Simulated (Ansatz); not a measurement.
HfIn4SiO6:

```
CELL_PARAMETERS angstrom
5.69867 0.00381 0.01559
-0.70506 6.10815 -0.00575
-2.73718 -1.39557 6.63076
ATOMIC_POSITIONS crystal
Hf 0.11793 0.01556 0.13292
In 0.38842 0.99901 0.72891
In 0.75865 0.00842 0.49586
In 0.23461 0.48841 0.53300
In 0.59649 0.48211 0.20528
Si 0.86778 0.44029 0.85544
O 0.55316 0.38738 0.79290
O 0.93454 0.38483 0.65596
O 0.98414 0.26218 0.00347
O 0.99083 0.69806 0.98452
O 0.08665 0.06493 0.39374
O 0.48680 0.10883 0.21799
```

The cell was built by a generator and needn't be a form met in nature.

Base run:

| Property | Result |
| --- | --- |
| Program | Ansatz 0.2.0 |
| Functional | PBE |
| Potentials or basis | all-electron LAPW, scalar-relativistic |
| Cutoff | 493 eV |
| Density cutoff | 1972 eV |
| Basis error allowed | 0.002 eV/atom |
| k mesh | 4 × 4 × 3 |
| Occupations | fermi-dirac, width 0.05 eV |
| Spin | no spin polarisation |
| Hubbard terms | Hf d U = 6 eV |

Its results: band gap on the k mesh 0.94 eV, indirect (least direct gap 1.20 eV); pressure 1.1 GPa; largest force 0.792 eV/Å.

The run is repeated on the same cell with these changes: hubbard terms from Hf d U = 6 eV to Hf d U = 3 eV. What comes out?

Band gap on the k mesh 0.96 eV, indirect (least direct gap 1.18 eV); pressure 0.5 GPa; largest force 0.365 eV/Å.

Caveats: U is the effective U less J, on atomic orbitals that reach past the spheres; spin-orbit coupling is left out, which moves the levels of the heavy elements; an odd mesh through Γ misses points on the zone boundary, where band edges often lie.

Not every run made on this cell is shown here.
